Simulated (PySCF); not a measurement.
**Co²⁺: dipole response in aug-cc-pwCVTZ-DK plus 1 even-tempered diffuse shell per l**

Aim: the static polarisability and the C₆ coefficient of Co²⁺, method by method.

Program: PySCF 2.14.0. Level of theory: unrestricted determinants in a Gaussian basis, no spin-orbit coupling in the energies. These are calculated values, not measurements, unless marked.

### 1 What is computed

```
Element     : cobalt (Z = 27)
Basis       : aug-cc-pwCVTZ-DK with one added diffuse shell each of s, p, d, f, g type (11s10p8d5f4g, 152 functions)
Hamiltonian : scalar relativity by spin-free X2C-1e
State 1     : Co²⁺: [Ar] 3d7, high-spin 4F determinant
Methods     : PBE
```

Outer shells as boxes (Hund's rule):

Co2+ [Ar] 3d7
```
[Ar] core
3d [↑↓][↑↓][↑ ][↑ ][↑ ]
```

One driver process ran all states and methods and kept the integrals in memory. Each run is shown as a PySCF script that sums up its settings (the driver passes frozen orbitals as a list and adds second-order terms of double hybrids); the logs are those of the runs themselves. The driver starts from symmetry-adapted Hartree-Fock orbitals, holds the occupation by maximum overlap and uses a logarithmic radial grid for functionals, so a plain start would take other cycles.

The integrals over 152 functions and the set-up took 5.3 s of CPU time.

### 2 Co²⁺, at PBE

**PBE**

The input, input.py:

```python
from pyscf import gto, scf, dft, mp, cc
import basis_set_exchange as bse
mol = gto.M(atom="Co 0 0 0", charge=2, spin=3, symmetry="D2h",
            basis=gto.basis.parse(bse.get_basis("aug-cc-pwCVTZ-DK", elements=["Co"], fmt="nwchem", augment_diffuse=1)),
            nucmod="G")
mf = dft.UKS(mol, xc="PBE").sfx2c1e()
mf.irrep_nelec = {'Ag': (5, 4), 'B1g': (1, 1), 'B2g': (1, 0), 'B3g': (1, 0), 'B1u': (2, 2), 'B2u': (2, 2), 'B3u': (2, 2)}
mf.kernel()
```

The log of the run:

```text
damping factor = 0
level_shift factor = 0
DIIS = <class 'pyscf.scf.diis.CDIIS'>
diis_start_cycle = 1
diis_space = 10
diis_damp = 0
SCF conv_tol = 1e-09
SCF conv_tol_grad = None
number electrons alpha = 14  beta = 11
XC functionals = PBE
    J. P. Perdew, K. Burke, and M. Ernzerhof.,  Phys. Rev. Lett. 77, 3865 (1996)
    J. P. Perdew, K. Burke, and M. Ernzerhof.,  Phys. Rev. Lett. 78, 1396 (1997)
    J. P. Perdew, K. Burke, and M. Ernzerhof.,  Phys. Rev. Lett. 77, 3865 (1996)
    J. P. Perdew, K. Burke, and M. Ernzerhof.,  Phys. Rev. Lett. 78, 1396 (1997)
cycle= 1 E= -1392.07057332043  delta_E= -0.018  |g|= 0.111  |ddm|= 0.45
cycle= 2 E= -1392.06686753046  delta_E= 0.00371  |g|= 0.211  |ddm|= 0.176
cycle= 3 E= -1392.07305882626  delta_E= -0.00619  |g|= 0.0199  |ddm|= 0.115
cycle= 4 E= -1392.0731307414  delta_E= -7.19e-05  |g|= 0.000437  |ddm|= 0.011
cycle= 5 E= -1392.07313077648  delta_E= -3.51e-08  |g|= 6.75e-05  |ddm|= 0.000456
cycle= 6 E= -1392.0731307775  delta_E= -1.02e-09  |g|= 2.47e-06  |ddm|= 9.25e-05
cycle= 7 E= -1392.07313077749  delta_E= 2.27e-12  |g|= 1.86e-06  |ddm|= 1.87e-05
converged SCF energy = -1392.07313077749  <S^2> = 3.7512381  2S+1 = 4.000619
```

CPU time 58 s on a shared host, the integrals not counted.

The occupied shells:

```tsv
shell	electrons	mean orbital energy (eV)	spread (eV)	rms radius (bohr)
1s β	1	-7605.2	0	0.0649
1s α	1	-7605.2	0	0.0649
2s α	1	-917.46	0	0.277
2s β	1	-915.88	0	0.277
2p α	3	-788.39	0	0.249
2p β	3	-787.20	0	0.249
3s α	1	-122.73	0	0.833
3s β	1	-119.19	0	0.833
3p α	3	-85.989	0	0.888
3p β	3	-82.519	0	0.888
3d α	5	-28.271	1.210	1.16
3d β	2	-25.907	0	1.16
```

⟨S²⟩ = 3.751, ⟨L²⟩ = 12.01.

The driver then solved the coupled dipole response at imaginary frequencies: mean α = 3.804 bohr³, C₆ = 10.94 au for a like pair.

Radial density 4πr²ρ of Co²⁺ at PBE:

```tsv
r (bohr)	density	spin density
0.000997	0.242	0.000
0.00168	0.609	0.000
0.00282	1.50	0.000
0.00474	3.56	0.000
0.00798	7.94	0.000
0.0134	15.9	0.000
0.0226	26.6	-0.001
0.0380	32.7	-0.002
0.0639	27.8	-0.002
0.107	27.6	0.019
0.181	36.7	0.221
0.304	21.1	1.104
0.511	16.2	2.628
0.860	15.4	2.605
1.45	3.88	1.015
2.43	0.392	0.130
4.09	0.00876	0.002
6.88	1.71e-05	0.000
```

### 3 The response side by side

Co²⁺, in atomic units:

```tsv
method	mean α	C₆ (like pair)	S(−4)
PBE	3.804	10.94	8.427
```

α(iu) at PBE:

```tsv
u (hartree)	α(iu) (bohr³)
0	3.804
0.0500	3.783
0.100	3.723
0.200	3.513
0.300	3.241
0.500	2.706
0.750	2.191
1.00	1.820
1.50	1.329
2.00	1.019
3.00	0.6569
5.00	0.3397
```

### 4 Summary of results

```
 quantity              value
α of Co²⁺  3.804 (PBE) bohr³
```

**Reading.** A single London oscillator with the computed α and C₆ of Co²⁺ at PBE would have ω = 4 C₆ / (3 α²) = 1.01 hartree. The basis is finite, and no extrapolation was made.
